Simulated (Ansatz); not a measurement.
# C2H7NOSi: one species, many methods

An exercise on one series of results from a longer session: the logs are not shown, and one member is left open.

Program: Ansatz 0.2.0, Gaussian basis. Level of theory: functionals in def2-TZVPP, the program's frozen cores in correlated methods. These are calculated values, not measurements.

Plan: LDA (SPW92), PBE-D4, revPBE-D4, BLYP-D4, r2SCAN-D4, B97M-V, PBE0-D4, B3LYP-D4, r2SCANh-D4, r2SCAN0-D4, HSE06-D4, BHLYP-D4, CAM-B3LYP-D4, LC-ωPBE, ωB97X-V, ωB97M-V, B2PLYP, PBE-QIDH; CCSD(T)/def2-SVP; CCSD(T)/def2-TZVPP; MP2/def2-QZVPP; extrapolation to the limit; RPA on PBE.

### Structure used throughout

The geometry comes from an earlier relaxation with PBE0-D4 in a triple-zeta def2 set; it is a stationary point, not always the lowest conformer.

SMILES `C[SiH2]C(N)=O`, 12 atoms, charge 0, spin multiplicity 1.

Atoms are counted from 1 here; the program's logs count them from 0.

Bond lengths: C1–Si2 1.861 Å, C1–H6 1.092 Å, C1–H7 1.092 Å, C1–H8 1.092 Å, Si2–C3 1.924 Å, Si2–H9 1.493 Å, Si2–H10 1.486 Å, C3–N4 1.354 Å, C3–O5 1.219 Å, N4–H11 1.009 Å, N4–H12 1.004 Å. Angles: Si2–C1–H6 111.4°, Si2–C1–H7 110.9°, Si2–C1–H8 108.9°, H6–C1–H7 108.5°, H6–C1–H8 108.8°, H7–C1–H8 108.2°, C1–Si2–C3 107.8°, C1–Si2–H9 112.3°, C1–Si2–H10 111.8°, C3–Si2–H9 110.2°, C3–Si2–H10 106.6°, H9–Si2–H10 108.0°, Si2–C3–N4 119.1°, Si2–C3–O5 118.4°, N4–C3–O5 122.4°, C3–N4–H11 119.2°, C3–N4–H12 121.5°, H11–N4–H12 119.3°.

The first run:

Input file in.yaml:

```yaml
crystal:
  periodic: [false, false, false]
  atoms:
    - {symbol: C, position_ang: [-0.902804, 1.724376, -0.014971]}
    - {symbol: Si, position_ang: [0.193555, 0.418247, 0.729510]}
    - {symbol: C, position_ang: [0.593386, -0.868334, -0.643516]}
    - {symbol: N, position_ang: [0.551889, -2.187975, -0.342975]}
    - {symbol: O, position_ang: [0.889054, -0.459506, -1.752723]}
    - {symbol: H, position_ang: [-1.034407, 2.568359, 0.664982]}
    - {symbol: H, position_ang: [-1.886786, 1.316966, -0.255854]}
    - {symbol: H, position_ang: [-0.446857, 2.084423, -0.939695]}
    - {symbol: H, position_ang: [-0.445100, -0.257269, 1.898320]}
    - {symbol: H, position_ang: [1.495674, 0.978640, 1.176844]}
    - {symbol: H, position_ang: [0.780676, -2.863179, -1.056480]}
    - {symbol: H, position_ang: [0.288620, -2.509748, 0.570460]}
basis:
  gaussian: {orbitals: def2-TZVPP}
hamiltonian: {xc: lda}
output: {orbitals: {seedname: orbitals}}
```

Among the steps run: LDA; PBE-D4 (GGA); revPBE-D4 (GGA); BLYP-D4 (GGA); r2SCAN-D4 (meta-GGA); B97M-V (meta-GGA); PBE0-D4 (hybrid); B3LYP-D4 (hybrid); r2SCANh-D4 (hybrid); r2SCAN0-D4 (hybrid); HSE06-D4 (hybrid); BHLYP-D4 (hybrid); CAM-B3LYP-D4 (range-separated); LC-ωPBE (range-separated); ωB97X-V (range-separated); ωB97M-V (range-separated); B2PLYP (double hybrid); PBE-QIDH (double hybrid).

One of the session's tables, all rows but one given; the rest of the session is left out.

It belongs to the step «Frontier levels by functional». 

| functional | HOMO (eV) | gap (eV) |
| --- | --- | --- |
| LDA (SPW92) | -5.64 | 4.24 |
| PBE-D4 | -5.47 | 4.31 |
| revPBE-D4 | -5.40 | 4.33 |
| BLYP-D4 | -5.38 | 4.34 |
| r2SCAN-D4 | -5.74 | 4.78 |
| B97M-V | -5.90 | 4.92 |
| PBE0-D4 | -6.94 | 6.77 |
| B3LYP-D4 | -6.72 | 6.32 |
| r2SCANh-D4 | -6.30 | 5.71 |
| r2SCAN0-D4 | -7.15 | 7.10 |
| HSE06-D4 | -6.54 | 5.99 |
| BHLYP-D4 | -8.41 | 9.26 |
| CAM-B3LYP-D4 | -8.37 | 9.32 |
| LC-ωPBE | -9.64 | 11.79 |
| ωB97X-V | -9.35 | 11.37 |
| ωB97M-V | ? | ? |

**Question.** Estimate the row for ωB97M-V.

As computed: HOMO (eV): -9.28; gap (eV): 11.08. In the column «HOMO (eV)» it lies between ωB97X-V (-9.35) and BHLYP-D4 (-8.41).
